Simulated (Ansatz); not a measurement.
# CHGeN (singlet): density functionals in cc-pVTZ

What do functionals of several rungs give for CHGeN (singlet)?

Computed with Ansatz 0.2.0, Gaussian basis. Level: cc-pVTZ, all electrons in the functionals, frozen cores in the correlation of double hybrids and RPA.

To be run: PBE, r2SCAN, PBE0, B3LYP, wB97X-V, wB97M-V, B2PLYP, RKS PBE0, RPA-PBE.

### 1 The system

The geometry is a PBE0/def2-TZVP stationary point (not a proven minimum). No spin-orbit coupling is included. The filled d shell of Ge may be among the frozen orbitals whatever the setting's name suggests; the logs give the count.

4 atoms, charge 0, spin multiplicity 1.

Atoms are counted from 1 here; the program's logs count them from 0.

Bond lengths: C1–N2 1.176 Å, N2–Ge3 1.876 Å, Ge3–H4 1.594 Å. Angles: C1–N2–Ge3 169.3°, N2–Ge3–H4 92.2°.

No dispersion term is added; wB97X-V, wB97M-V hold VV10 nonlocal correlation. B3LYP takes the VWN-RPA correlation.

### 2 PBE (unrestricted)

Contents of in.yaml:

```yaml
crystal:
  periodic: [false, false, false]
  atoms:
    - {symbol: C, position_ang: [0.000000, -0.025393, 2.411996]}
    - {symbol: N, position_ang: [0.000000, 0.104738, 1.243296]}
    - {symbol: Ge, position_ang: [0.000000, -0.037454, -0.627336]}
    - {symbol: H, position_ang: [0.000000, 1.546360, -0.808140]}
basis:
  gaussian: {orbitals: cc-pVTZ}
magnetization: {spin_polarized: true, initial_magnetization: 0}
hamiltonian: {xc: {name: PBE}}
output: {orbitals: {seedname: orbitals}}
```

Started as:

```bash
ansatz run in.yaml --threads 1 --pin off --events-out ev --progress --plain --max-ram 2816MiB --backend cpu
```

What it wrote:

```text
Functional definition: PBE
  name "PBE"
  cite "Perdew, Burke & Ernzerhof, Phys. Rev. Lett. 77, 3865 (1996) doi:10.1103/PhysRevLett.77.3865"
  parent pbe
  parameter kappa = 0.804
  parameter beta = 0.06672455060314922
  exchange = pbe_x(kappa = kappa, mu = beta*pi^2/3)
  correlation = pbe_c(beta = beta)
756 factors; their error is unknown
mean field evaluation 1: about -59043.1044 eV, gradient 4.1e1 eV
mean field evaluation 2: about -58987.7621 eV, gradient 9.7e1 eV
mean field evaluation 4: about -59049.0688 eV, gradient 1.1e1 eV
mean field evaluation 8: about -59049.7601 eV, gradient 7.4e-2 eV
mean field evaluation 16: about -59049.7478 eV, gradient 1.2e-5 eV
mean field -59049.74783259 eV, -2170.0382074912 hartree, gradient 1.2e-5 eV, S^2 0.000000; 1 other end points of the search recorded, 0 dependent functions left out
reference -59049.74786606 eV, -2170.0382087210 hartree; 23, 23 occupied and 94, 94 virtual orbitals, 756 factors
Total energy: -59049.74786606 eV, -2170.0382087210 hartree
```

Run time: 2.3 s. Hardware: 1 thread of AMD EPYC 7R13, shared host.

From the report: ⟨S²⟩ of the determinant 0.000 (pure singlet: 0.00).

### 3 r2SCAN (unrestricted)

in.yaml: that of step 2 with these lines changed.

```diff
@@ -10,3 +10,2 @@
 magnetization: {spin_polarized: true, initial_magnetization: 0}
-hamiltonian: {xc: {name: PBE}}
-output: {orbitals: {seedname: orbitals}}
+hamiltonian: {xc: {name: r2SCAN}}
```

Same command.

What it wrote:

```text
Functional definition: r2SCAN
  name "r2SCAN"
  cite "Furness, Kaplan, Ning, Perdew & Sun, J. Phys. Chem. Lett. 11, 8208 (2020) doi:10.1021/acs.jpclett.0c02405"
  cite "Furness, Kaplan, Ning, Perdew & Sun, J. Phys. Chem. Lett. 11, 9248 (2020) doi:10.1021/acs.jpclett.0c03077"
  parent r2scan
  parameter k0 = 0.174
  parameter k1 = 0.065
  parameter a1 = 4.9479
  exchange = r2scan_x(k0 = k0, k1 = k1, a1 = a1)
  correlation = r2scan_c
756 factors; their error is unknown
mean field evaluation 1: about -59054.2663 eV, gradient 3.6e1 eV
mean field evaluation 2: about -59016.1997 eV, gradient 8.4e1 eV
mean field evaluation 4: about -59059.1960 eV, gradient 8.4e0 eV
mean field evaluation 8: about -59059.5589 eV, gradient 1.6e-1 eV
mean field evaluation 16: about -59059.5484 eV, gradient 4.1e-5 eV
mean field -59059.54840518 eV, -2170.3983718908 hartree, gradient 7.8e-6 eV, S^2 0.000000; 1 other end points of the search recorded, 0 dependent functions left out
reference -59059.54841668 eV, -2170.3983723133 hartree; 23, 23 occupied and 94, 94 virtual orbitals, 756 factors
Total energy: -59059.54841668 eV, -2170.3983723133 hartree
```

Run time: 6.5 s. Hardware: 1 thread of AMD EPYC 7R13, shared host.

From the report: ⟨S²⟩ of the determinant 0.000 (pure singlet: 0.00).

### 4 PBE0 (unrestricted)

in.yaml: that of step 3 with these lines changed.

```diff
@@ -10,2 +10,3 @@
 magnetization: {spin_polarized: true, initial_magnetization: 0}
-hamiltonian: {xc: {name: r2SCAN}}
+hamiltonian: {xc: {name: PBE0}}
+output: {orbitals: {seedname: orbitals}}
```

The command is unchanged.

What it wrote:

```text
Functional definition: PBE0
  name "PBE0"
  cite "Adamo & Barone, J. Chem. Phys. 110, 6158 (1999) doi:10.1063/1.478522"
  cite "Perdew, Burke & Ernzerhof, Phys. Rev. Lett. 77, 3865 (1996) doi:10.1103/PhysRevLett.77.3865"
  parent pbe
  parameter a = 0.25
  parameter kappa = 0.804
  parameter beta = 0.06672455060314922
  exchange = (1 - a)*pbe_x(kappa = kappa, mu = beta*pi^2/3) + a*exact_x
  correlation = pbe_c(beta = beta)
825 factors; their error is unknown
mean field evaluation 1: about -59046.6574 eV, gradient 3.3e1 eV
mean field evaluation 2: about -59036.3638 eV, gradient 5.5e1 eV
mean field evaluation 4: about -59050.8404 eV, gradient 4.2e0 eV
mean field evaluation 8: about -59050.9164 eV, gradient 2.9e-2 eV
mean field evaluation 16: about -59051.1237 eV, gradient 5.2e-5 eV
mean field -59051.12365732 eV, -2170.0887681175 hartree, gradient 5.2e-5 eV, S^2 0.000000; 1 other end points of the search recorded, 0 dependent functions left out
reference -59051.12368218 eV, -2170.0887690308 hartree; 23, 23 occupied and 94, 94 virtual orbitals, 825 factors
Total energy: -59051.12368218 eV, -2170.0887690308 hartree
```

Wall time 3.8 s (1 thread of AMD EPYC 7R13, shared host); peak memory 0.3 GiB.

From the report: ⟨S²⟩ of the determinant 0.000 (pure singlet: 0.00).

### 5 B3LYP (unrestricted)

in.yaml: that of step 4 with these lines changed.

```diff
@@ -10,3 +10,2 @@
 magnetization: {spin_polarized: true, initial_magnetization: 0}
-hamiltonian: {xc: {name: PBE0}}
-output: {orbitals: {seedname: orbitals}}
+hamiltonian: {xc: {name: B3LYP}}
```

Same command.

What it wrote, cut to the lines that bear on the results:

```text
Functional definition: B3LYP
  name "B3LYP"
  cite "Stephens, Devlin, Chabalowski & Frisch, J. Phys. Chem. 98, 11623 (1994) doi:10.1021/j100096a001"
  cite "Becke, Phys. Rev. A 38, 3098 (1988) doi:10.1103/PhysRevA.38.3098"
  cite "Lee, Yang & Parr, Phys. Rev. B 37, 785 (1988) doi:10.1103/PhysRevB.37.785"
  cite "Vosko, Wilk & Nusair, Can. J. Phys. 58, 1200 (1980) doi:10.1139/p80-159"
[...]
813 factors; their error is unknown
[...]
mean field -59062.84011791 eV, -2170.5193401024 hartree, gradient 4.7e-5 eV, S^2 0.000000; 1 other end points of the search recorded, 0 dependent functions left out
reference -59062.84034046 eV, -2170.5193482808 hartree; 23, 23 occupied and 94, 94 virtual orbitals, 813 factors
Total energy: -59062.84034046 eV, -2170.5193482808 hartree
```

Run time: 3.3 s. Hardware: 1 thread of AMD EPYC 7R13, shared host; peak memory 0.3 GiB.

From the report: ⟨S²⟩ of the determinant 0.000 (pure singlet: 0.00).

### 6 wB97X-V (unrestricted)

in.yaml: that of step 5 with these lines changed.

```diff
@@ -10,2 +10,2 @@
 magnetization: {spin_polarized: true, initial_magnetization: 0}
-hamiltonian: {xc: {name: B3LYP}}
+hamiltonian: {xc: {name: wB97X-V}}
```

Same command.

What it wrote, cut to the lines that bear on the results:

```text
Functional definition: wB97X-V
  name "wB97X-V"
  cite "Mardirossian & Head-Gordon, Phys. Chem. Chem. Phys. 16, 9904 (2014) doi:10.1039/C3CP54374A"
  cite "Becke, J. Chem. Phys. 107, 8554 (1997) doi:10.1063/1.475007"
  cite "Vydrov & Van Voorhis, J. Chem. Phys. 133, 244103 (2010) doi:10.1063/1.3521275"
[...]
      + integral(e_c_pw_opposite_spin*poly(b97_u_opposite, cos0, cos1)) + vv10(b, c)
806 factors; their error is unknown
157 factors; integrals over basis functions are off by at most 1.7e-5 eV
[...]
mean field -59055.36007509 eV, -2170.2444535990 hartree, gradient 3.9e-5 eV, S^2 0.000000; 1 other end points of the search recorded, 0 dependent functions left out
reference -59055.36007350 eV, -2170.2444535402 hartree; 23, 23 occupied and 94, 94 virtual orbitals, 806 factors
Total energy: -59055.36007350 eV, -2170.2444535402 hartree
```

It took 13 s on 1 thread of AMD EPYC 7R13, shared host; peak memory 0.41 GiB.

From the report: ⟨S²⟩ of the determinant 0.000 (pure singlet: 0.00).

### 7 wB97M-V (unrestricted)

in.yaml: that of step 6 with these lines changed.

```diff
@@ -10,2 +10,3 @@
 magnetization: {spin_polarized: true, initial_magnetization: 0}
-hamiltonian: {xc: {name: wB97X-V}}
+hamiltonian: {xc: {name: wB97M-V}}
+output: {orbitals: {seedname: orbitals}}
```

Same command.

What it wrote, cut to the lines that bear on the results:

```text
Functional definition: wB97M-V
  name "wB97M-V"
  cite "Mardirossian & Head-Gordon, J. Chem. Phys. 144, 214110 (2016) doi:10.1063/1.4952647"
  cite "Becke, J. Chem. Phys. 107, 8554 (1997) doi:10.1063/1.475007"
  cite "Vydrov & Van Voorhis, J. Chem. Phys. 133, 244103 (2010) doi:10.1063/1.3521275"
  # Of w^i u^j: cxij and so on, Table III.
[...]
  gx(w, u) = 1 - cx + cx01*u + cx10*w
  gss(w, u) = css00 + css04*u^4 + css10*w + css20*w^2 + css43*w^4*u^3
  gos(w, u) = cos00 + cos10*w + (cos20 + cos21*u)*w^2 + (cos60 + cos61*u)*w^6
[...]
      + integral(e_c_pw_mod_opposite_spin*gos(b97_w_opposite, b97_u_opposite)) + vv10(b, c)
806 factors; their error is unknown
157 factors; integrals over basis functions are off by at most 1.7e-5 eV
[...]
mean field -59057.73683859 eV, -2170.3317980463 hartree, gradient 4.0e-5 eV, S^2 0.000000; 1 other end points of the search recorded, 0 dependent functions left out
reference -59057.73687721 eV, -2170.3317994655 hartree; 23, 23 occupied and 94, 94 virtual orbitals, 806 factors
Total energy: -59057.73687721 eV, -2170.3317994655 hartree
```

It took 14 s on 1 thread of AMD EPYC 7R13, shared host; peak memory 0.44 GiB.

From the report: ⟨S²⟩ of the determinant 0.000 (pure singlet: 0.00).

### 8 B2PLYP (unrestricted)

in.yaml: that of step 7 with these lines changed.

```diff
@@ -10,3 +10,3 @@
 magnetization: {spin_polarized: true, initial_magnetization: 0}
-hamiltonian: {xc: {name: wB97M-V}}
-output: {orbitals: {seedname: orbitals}}
+hamiltonian: {xc: {name: B2PLYP}}
+correlation: {electrons: outside_noble_gas}
```

Same command.

What it wrote, cut to the lines that bear on the results:

```text
Functional definition: B2PLYP
  name "B2PLYP"
  cite "Grimme, J. Chem. Phys. 124, 034108 (2006) doi:10.1063/1.2148954"
  cite "Becke, Phys. Rev. A 38, 3098 (1988) doi:10.1103/PhysRevA.38.3098"
  cite "Lee, Yang & Parr, Phys. Rev. B 37, 785 (1988) doi:10.1103/PhysRevB.37.785"
[...]
722 factors; integrals over basis functions are off by at most 1.2e-3 eV
[...]
mean field -59044.60846599 eV, -2169.8493392520 hartree, gradient 4.0e-6 eV, S^2 0.000000; 2 other end points of the search recorded, 0 dependent functions left out
16 core orbitals not correlated: weight in the atoms' cores, before any rotation towards them, 0.998 or more for the frozen orbitals, at most 0.001 for the correlated occupied ones
reference -59044.60860664 eV, -2169.8493444209 hartree; 7, 7 occupied and 94, 94 virtual orbitals, 722 factors
second order -13.99757369 eV of doubles, -0.00000000 eV of singles
Total energy: -59048.38795154 eV, -2169.9882327841 hartree
```

It took 7.5 s on 1 thread of AMD EPYC 7R13, shared host; peak memory 0.3 GiB.

From the report: ⟨S²⟩ of the determinant 0.000 (pure singlet: 0.00).

### 9 PBE0 (restricted)

in.yaml: that of step 8 with these lines changed.

```diff
@@ -9,4 +9,2 @@
   gaussian: {orbitals: cc-pVTZ}
-magnetization: {spin_polarized: true, initial_magnetization: 0}
-hamiltonian: {xc: {name: B2PLYP}}
-correlation: {electrons: outside_noble_gas}
+hamiltonian: {xc: {name: PBE0}}
```

The command is unchanged.

What it wrote:

```text
Functional definition: PBE0
  name "PBE0"
  cite "Adamo & Barone, J. Chem. Phys. 110, 6158 (1999) doi:10.1063/1.478522"
  cite "Perdew, Burke & Ernzerhof, Phys. Rev. Lett. 77, 3865 (1996) doi:10.1103/PhysRevLett.77.3865"
  parent pbe
  parameter a = 0.25
  parameter kappa = 0.804
  parameter beta = 0.06672455060314922
  exchange = (1 - a)*pbe_x(kappa = kappa, mu = beta*pi^2/3) + a*exact_x
  correlation = pbe_c(beta = beta)
825 factors; their error is unknown
mean field evaluation 1: about -59046.6574 eV, gradient 4.6e1 eV
mean field evaluation 2: about -59036.3638 eV, gradient 7.7e1 eV
mean field evaluation 4: about -59050.8405 eV, gradient 5.9e0 eV
mean field evaluation 8: about -59050.9164 eV, gradient 4.2e-2 eV
mean field evaluation 16: about -59051.1237 eV, gradient 4.4e-5 eV
mean field -59051.12365720 eV, -2170.0887681129 hartree, gradient 4.4e-5 eV, S^2 0.000000; 0 other end points of the search recorded, 0 dependent functions left out
reference -59051.12368206 eV, -2170.0887690263 hartree; 23, 23 occupied and 94, 94 virtual orbitals, 825 factors
Total energy: -59051.12368206 eV, -2170.0887690263 hartree
```

It took 1.7 s on 1 thread of AMD EPYC 7R13, shared host.

### 10 RPA-PBE

in.yaml: that of step 9 with these lines changed.

```diff
@@ -9,2 +9,4 @@
   gaussian: {orbitals: cc-pVTZ}
-hamiltonian: {xc: {name: PBE0}}
+magnetization: {spin_polarized: true, initial_magnetization: 0}
+hamiltonian: {xc: {name: PBE}}
+correlation: {method: rpa, electrons: outside_noble_gas}
```

The command is unchanged.

What it wrote, cut to the lines that bear on the results:

```text
Functional definition: PBE
  name "PBE"
  cite "Perdew, Burke & Ernzerhof, Phys. Rev. Lett. 77, 3865 (1996) doi:10.1103/PhysRevLett.77.3865"
  parent pbe
[...]
722 factors; integrals over basis functions are off by at most 1.2e-3 eV
[...]
mean field -59049.74782228 eV, -2170.0382071120 hartree, gradient 5.3e-6 eV, S^2 0.000000; 2 other end points of the search recorded, 0 dependent functions left out
16 core orbitals not correlated: weight in the atoms' cores, before any rotation towards them, 0.997 or more for the frozen orbitals, at most 0.002 for the correlated occupied ones
reference -59001.14786573 eV, -2168.2521916513 hartree; 7, 7 occupied and 94, 94 virtual orbitals, 722 factors
Total energy: -59019.87365606 eV, -2168.9403517531 hartree
```

Wall time 4.5 s (1 thread of AMD EPYC 7R13, shared host); peak memory 0.28 GiB.

From the report: ⟨S²⟩ of the determinant 0.000 (pure singlet: 0.00).

### 11 Side by side

```
functional  energy (eV)   ⟨S²⟩   time
       PBE  -59049.7479  0.000  2.3 s
    r2SCAN  -59059.5484  0.000  6.5 s
      PBE0  -59051.1237  0.000  3.8 s
     B3LYP  -59062.8403  0.000  3.3 s
   wB97X-V  -59055.3601  0.000   13 s
   wB97M-V  -59057.7369  0.000   14 s
    B2PLYP  -59048.3880  0.000  7.5 s
  RKS PBE0  -59051.1237  0.000  1.7 s
   RPA-PBE  -59019.8737  0.000  4.5 s
```

Orbital levels of the runs that wrote orbitals: PBE HOMO -6.62, LUMO -4.43 eV; PBE0 HOMO -7.68, LUMO -3.57 eV; wB97M-V HOMO -9.78, LUMO -1.57 eV.

### 12 What came out

| quantity | value |
| --- | --- |
| spread of total energies | 43.0 eV |
| quickest, slowest | RKS PBE0 1.7 s, wB97M-V 14 s |

In words: Total energies of different functionals can't be ranked; only differences within one functional count.
